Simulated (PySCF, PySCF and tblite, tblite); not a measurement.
# C₆H₉N₂PSi: a path driven as rotation about a bond, and NMR exchange, part 2 of 2

PySCF and tblite. Atoms count from 0. The steps go on from the part before.

## 6. Shieldings, start: BP86/pcSseg-1

The job: settings as JSON, then the geometry in Å.

```
{"job": {"kind": "nmr", "xc": "BP86", "basis": "pcSseg-1", "pop": false}, "charge": 0, "multiplicity": 1}
P      3.709158     0.367797    -1.218247
Si     2.985027    -0.380269     0.775014
N      1.295494    -0.153184     0.695748
C      0.287258    -0.890331     0.535299
C     -1.059307    -0.338173     0.436797
C     -2.165849    -1.174120     0.281929
C     -3.422239    -0.597134     0.193018
N     -3.629684     0.707277     0.246203
C     -2.581877     1.502463     0.392330
C     -1.281855     1.039295     0.492859
H      4.965226     0.691536    -0.739289
H      3.246959     1.658583    -1.047884
H      3.357209     0.474939     1.901718
H      3.537924    -1.732782     0.931250
H      0.347561    -1.983596     0.465365
H     -2.043338    -2.245917     0.233144
H     -4.309305    -1.205482     0.072728
H     -2.803912     2.560927     0.429845
H     -0.444253     1.707423     0.611556
```

Standard output:

```text
coarse grid: 17472 points
cycle   1  E = -974.2424126325  dE =  1.319e+00  |g| = 5.793e-01  |ddm| = 4.454e+00
cycle   2  E = -974.0027826420  dE =  2.396e-01  |g| = 1.155e+00  |ddm| = 2.440e+00
cycle   3  E = -974.3035531365  dE = -3.008e-01  |g| = 3.088e-01  |ddm| = 1.851e+00
cycle   4  E = -974.3261696526  dE = -2.262e-02  |g| = 8.104e-02  |ddm| = 3.917e-01
cycle   5  E = -974.3276178202  dE = -1.448e-03  |g| = 3.584e-02  |ddm| = 1.167e-01
cycle   6  E = -974.3278883899  dE = -2.706e-04  |g| = 1.287e-02  |ddm| = 4.211e-02
cycle   7  E = -974.3279193087  dE = -3.092e-05  |g| = 6.169e-03  |ddm| = 2.099e-02
cycle   8  E = -974.3279285784  dE = -9.270e-06  |g| = 1.325e-03  |ddm| = 7.351e-03
final grid: 161432 points
cycle   9  E = -974.4023105991  dE = -5.106e-05  |g| = 6.366e-03  |ddm| = 6.375e-02
cycle  10  E = -974.4022701471  dE =  4.045e-05  |g| = 1.387e-02  |ddm| = 2.198e-02
cycle  11  E = -974.4023187474  dE = -4.860e-05  |g| = 2.926e-03  |ddm| = 1.646e-02
cycle  12  E = -974.4023209671  dE = -2.220e-06  |g| = 4.312e-04  |ddm| = 4.017e-03
cycle  13  E = -974.4023210187  dE = -5.160e-08  |g| = 1.645e-04  |ddm| = 7.017e-04
cycle  14  E = -974.4023210251  dE = -6.421e-09  |g| = 6.646e-05  |ddm| = 2.225e-04
cycle  15  E = -974.4023210261  dE = -9.913e-10  |g| = 2.566e-05  |ddm| = 9.217e-05
converged SCF energy = -974.4023210261

GIAO shielding tensors (ppm)
atom      isotropic    diamagn.    paramagn.     s11        s22        s33       span
  0 P      599.273     967.959    -368.686    527.125    603.932    666.762    139.637
  1 Si     373.223     882.266    -509.043    332.553    358.088    429.029     96.476
  2 N     -112.023     331.334    -443.357   -472.668   -130.428    267.027    739.695
  3 C        7.821     250.950    -243.129    -74.303     -0.562     98.329    172.632
  4 C       37.283     261.596    -224.313    -57.369      2.184    167.033    224.403
  5 C       54.170     252.658    -198.487    -43.407     41.935    163.984    207.391
  6 C       27.323     250.662    -223.339    -79.704     23.128    138.543    218.247
  7 N     -107.717     333.250    -440.967   -445.664   -173.674    296.186    741.850
  8 C       27.748     252.408    -224.661    -78.371     23.390    138.224    216.595
  9 C       60.357     252.303    -191.946    -40.815     42.971    178.914    219.729
 10 H       30.559      28.180       2.378     25.962     26.733     38.981     13.019
 11 H       30.203      31.582      -1.379     24.970     27.616     38.023     13.054
 12 H       25.558      29.723      -4.165     22.900     23.878     29.897      6.997
 13 H       25.972      28.826      -2.854     22.779     24.084     31.053      8.273
 14 H       22.485      32.423      -9.939     19.577     22.118     25.760      6.183
 15 H       24.534      33.367      -8.833     22.304     22.954     28.344      6.040
 16 H       22.550      27.348      -4.797     18.892     21.957     26.802      7.910
 17 H       22.552      29.364      -6.812     18.586     21.819     27.251      8.665
 18 H       23.674      35.031     -11.357     19.605     23.355     28.062      8.456
```

Run time: 85 s. Hardware: 1 thread of Arm Neoverse N1, shared host; peak memory 0.87 GiB.

In short: HOMO -6.12 eV, LUMO -3.22 eV; dipole 1.71 D.

## 7. Shieldings, saddle of leg 1: BP86/pcSseg-1

The job: settings as JSON, then the geometry in Å.

```
{"job": {"kind": "nmr", "xc": "BP86", "basis": "pcSseg-1", "pop": false}, "charge": 0, "multiplicity": 1}
P      3.801680     1.137557    -0.590869
Si     2.950402    -0.771680     0.228644
N      1.264753    -0.469957     0.243737
C      0.282567    -0.814680    -0.450470
C     -1.070239    -0.276086    -0.198058
C     -1.936141    -0.897772     0.695562
C     -3.195375    -0.349310     0.881914
N     -3.619599     0.734234     0.255920
C     -2.793746     1.325546    -0.589346
C     -1.513325     0.866840    -0.855995
H      5.026828     0.967178     0.026334
H      3.328310     1.937267     0.431166
H      3.229367    -1.014865     1.642780
H      3.479066    -1.858686    -0.607882
H      0.344943    -1.528956    -1.284535
H     -1.629032    -1.782443     1.231492
H     -3.901334    -0.799363     1.567645
H     -3.179138     2.211485    -1.076836
H     -0.869986     1.383694    -1.551201
```

Standard output:

```text
coarse grid: 17472 points
cycle   1  E = -974.2249086754  dE =  1.331e+00  |g| = 5.967e-01  |ddm| = 4.361e+00
cycle   2  E = -973.9592882607  dE =  2.656e-01  |g| = 1.213e+00  |ddm| = 2.247e+00
cycle   3  E = -974.2929035158  dE = -3.336e-01  |g| = 2.993e-01  |ddm| = 1.641e+00
cycle   4  E = -974.3136669619  dE = -2.076e-02  |g| = 7.821e-02  |ddm| = 3.335e-01
cycle   5  E = -974.3148937358  dE = -1.227e-03  |g| = 4.019e-02  |ddm| = 1.333e-01
cycle   6  E = -974.3153151005  dE = -4.214e-04  |g| = 1.416e-02  |ddm| = 5.266e-02
cycle   7  E = -974.3153587027  dE = -4.360e-05  |g| = 6.903e-03  |ddm| = 1.987e-02
cycle   8  E = -974.3153699230  dE = -1.122e-05  |g| = 8.997e-04  |ddm| = 7.112e-03
cycle   9  E = -974.3153701104  dE = -1.874e-07  |g| = 2.913e-04  |ddm| = 1.593e-03
final grid: 161432 points
cycle  10  E = -974.3902398522  dE = -4.442e-05  |g| = 5.474e-03  |ddm| = 4.635e-02
cycle  11  E = -974.3902242230  dE =  1.563e-05  |g| = 9.841e-03  |ddm| = 1.708e-02
cycle  12  E = -974.3902451159  dE = -2.089e-05  |g| = 2.715e-03  |ddm| = 1.152e-02
cycle  13  E = -974.3902467907  dE = -1.675e-06  |g| = 6.872e-04  |ddm| = 3.115e-03
cycle  14  E = -974.3902469373  dE = -1.466e-07  |g| = 3.035e-04  |ddm| = 8.405e-04
cycle  15  E = -974.3902469173  dE =  1.994e-08  |g| = 2.624e-05  |ddm| = 2.693e-04
cycle  16  E = -974.3902469175  dE = -1.096e-10  |g| = 1.235e-05  |ddm| = 4.367e-05
converged SCF energy = -974.3902469175

GIAO shielding tensors (ppm)
atom      isotropic    diamagn.    paramagn.     s11        s22        s33       span
  0 P      601.247     968.010    -366.764    527.365    605.681    670.693    143.328
  1 Si     372.823     882.782    -509.958    333.453    357.182    427.834     94.381
  2 N     -122.599     330.821    -453.420   -485.321   -147.793    265.319    750.640
  3 C        3.352     254.415    -251.062    -82.258    -19.255    111.570    193.828
  4 C       27.226     262.758    -235.532    -65.501     -4.394    151.572    217.073
  5 C       61.182     251.462    -190.280    -42.682     52.758    173.471    216.153
  6 C       29.466     251.538    -222.072    -75.462     22.333    141.527    216.989
  7 N      -88.390     333.277    -421.667   -405.549   -166.722    307.100    712.649
  8 C       29.458     251.933    -222.474    -75.629     22.404    141.600    217.230
  9 C       61.197     252.637    -191.440    -42.564     52.207    173.949    216.512
 10 H       30.598      28.212       2.386     25.778     26.842     39.175     13.398
 11 H       30.241      31.611      -1.370     25.433     27.601     37.688     12.255
 12 H       25.683      30.267      -4.583     22.583     24.186     30.281      7.698
 13 H       26.025      29.013      -2.988     22.908     24.230     30.938      8.030
 14 H       21.685      31.167      -9.482     20.712     21.513     22.831      2.120
 15 H       24.749      33.234      -8.485     22.383     22.904     28.959      6.577
 16 H       22.749      27.890      -5.141     19.013     22.263     26.970      7.957
 17 H       22.749      28.677      -5.929     18.982     22.170     27.093      8.111
 18 H       24.774      34.199      -9.425     22.175     23.165     28.982      6.806
```

Wall time 88 s (1 thread of Arm Neoverse N1, shared host); peak memory 0.89 GiB.

In short: HOMO -5.91 eV, LUMO -2.41 eV; dipole 1.99 D.

## 8. Kinetics and line shapes

The job: settings as JSON, then the geometry in Å.

```
{"job": {"smiles": "P[SiH2]/N=C/c1ccncc1", "charge": 0, "mult": 1, "motion": "rotation", "what": "aryl carbonyl or vinyl", "atoms": [4, 3], "drives": [{"terms": [["t", [5, 4, 3, 2], 0.25], ["t", [5, 4, 3, 14], 0.25], ["t", [9, 4, 3, 2], 0.25], ["t", [9, 4, 3, 14], 0.25]], "by": 180, "n": 12}], "study": "path", "level": {"kind": "nmr", "xc": "BP86", "basis": "pcSseg-1"}, "fields": [60, 270, 300], "first": 4, "seed": 102, "kind": "path"}, "charge": 0, "multiplicity": 1}
P      3.709158     0.367797    -1.218247
Si     2.985027    -0.380269     0.775014
N      1.295494    -0.153184     0.695748
C      0.287258    -0.890331     0.535299
C     -1.059307    -0.338173     0.436797
C     -2.165849    -1.174120     0.281929
C     -3.422239    -0.597134     0.193018
N     -3.629684     0.707277     0.246203
C     -2.581877     1.502463     0.392330
C     -1.281855     1.039295     0.492859
H      4.965226     0.691536    -0.739289
H      3.246959     1.658583    -1.047884
H      3.357209     0.474939     1.901718
H      3.537924    -1.732782     0.931250
H      0.347561    -1.983596     0.465365
H     -2.043338    -2.245917     0.233144
H     -4.309305    -1.205482     0.072728
H     -2.803912     2.560927     0.429845
H     -0.444253     1.707423     0.611556
```

Standard output:

```text
stationary points (kcal/mol above the start)
  n  kind          group   xTB      DFT    lowest mode
  0  minimum      C1       0.00     0.00      28.9
  1  saddle       C1       4.54     7.71     -79.8
  2  minimum      C1       0.00     0.00      28.5

GFN2-xTB energies: T/K, barrier G, reaction G (kcal/mol), k forward, k back (1/s)
 150.00     4.34    -0.01   2.98e+06   2.93e+06
 200.00     4.42    -0.01   1.22e+08    1.2e+08
 250.00     4.52    -0.01   1.15e+09   1.14e+09
 298.15     4.63    -0.01      5e+09   4.93e+09
 350.00     4.76    -0.01   1.56e+10   1.54e+10
 400.00     4.89    -0.01   3.54e+10    3.5e+10
 500.00     5.18    -0.01   1.13e+11   1.12e+11

BP86/pcSseg-1 + D3(BJ) energies: T/K, barrier G, reaction G (kcal/mol), k forward, k back (1/s)
 150.00     7.51    -0.01       71.6       70.4
 200.00     7.59    -0.01   4.19e+04   4.12e+04
 250.00     7.69    -0.01   1.96e+06   1.93e+06
 298.15     7.80    -0.01   2.37e+07   2.34e+07
 350.00     7.93    -0.01   1.63e+08   1.61e+08
 400.00     8.06    -0.01   6.56e+08   6.49e+08
 500.00     8.35    -0.01   4.66e+09   4.61e+09
```

It took 3.7 min on 1 thread of Arm Neoverse N1, shared host; peak memory 0.89 GiB. This counts the whole study up to here.

Barriers by level (kcal/mol; entropies in cal/(mol K)). Zero-point and thermal terms come from xTB in every row. ΔG‡ leaves symmetry out; the rate counts equivalent paths (a factor of 2); effective ΔG‡, where given, is the barrier that would give that rate by Eyring's equation alone:

| level | ΔE‡ | with zero-point | ΔH‡ | ΔS‡ | ΔG‡ (298 K) | ΔE of reaction | k at 298 K (1/s) | effective ΔG‡ |
| --- | --- | --- | --- | --- | --- | --- | --- | --- |
| GFN2-xTB | 4.54 | 4.20 | 3.81 | -2.8 | 4.63 | 0.00 | 5e+09 | 4.22 |
| BP86/pcSseg-1 + D3(BJ) | 7.71 | 7.37 | 6.98 | -2.8 | 7.80 | 0.00 | 2.4e+07 | 7.39 |

Sites that the driver pairs across this motion, and where their lines would merge (no couplings; faster rotations or exchange between molecules can average them sooner):

| nucleus | sites: shielding (ppm) | proton frequency (MHz) | spread (Hz) | coalescence (K) | lines at 298 K |
| --- | --- | --- | --- | --- | --- |
| ¹³C | C5: 54.2; C9: 60.4 | 60 | 93 | 157 | 1 |
| ¹³C | C5: 54.2; C9: 60.4 | 270 | 420 | 167 | 1 |
| ¹³C | C5: 54.2; C9: 60.4 | 300 | 467 | 168 | 1 |
| ¹H | H15: 24.53; H18: 23.67 | 60 | 52 | 153 | 1 |
| ¹H | H15: 24.53; H18: 23.67 | 270 | 232 | 163 | 1 |
| ¹H | H15: 24.53; H18: 23.67 | 300 | 258 | 163 | 1 |
| ¹³C | C6: 27.3; C8: 27.7 | 60 | 6 | 141 | 1 |
| ¹³C | C6: 27.3; C8: 27.7 | 270 | 29 | 149 | 1 |
| ¹³C | C6: 27.3; C8: 27.7 | 300 | 32 | 150 | 1 |

## 9. Outcome

The summary covers parts 1 to 2.

```
                        quantity                              value
barrier (BP86/pcSseg-1 + D3(BJ))   ΔE‡ 7.7, ΔG‡(298 K) 7.8 kcal/mol
              barrier (GFN2-xTB)                   ΔE‡ 4.5 kcal/mol
                   rate at 298 K                        2.4e+07 s⁻¹
                 end of the path  the start, renumbered or mirrored
           coalescence of ¹³C C5                   168 K at 300 MHz
```

**Reading.** The barrier is 7.7 kcal/mol at the DFT level (xTB: 4.5); with thermal terms and the count of paths the DFT value gives a rate of 2.4e+07 s⁻¹ at 298 K. An error of 1.4 kcal/mol changes that rate tenfold. The ¹³C lines of C5 and its partners, 467 Hz apart at 300 MHz, merge at 168 K, so by this path alone the exchange at 298 K is fast for them; other paths were not followed.
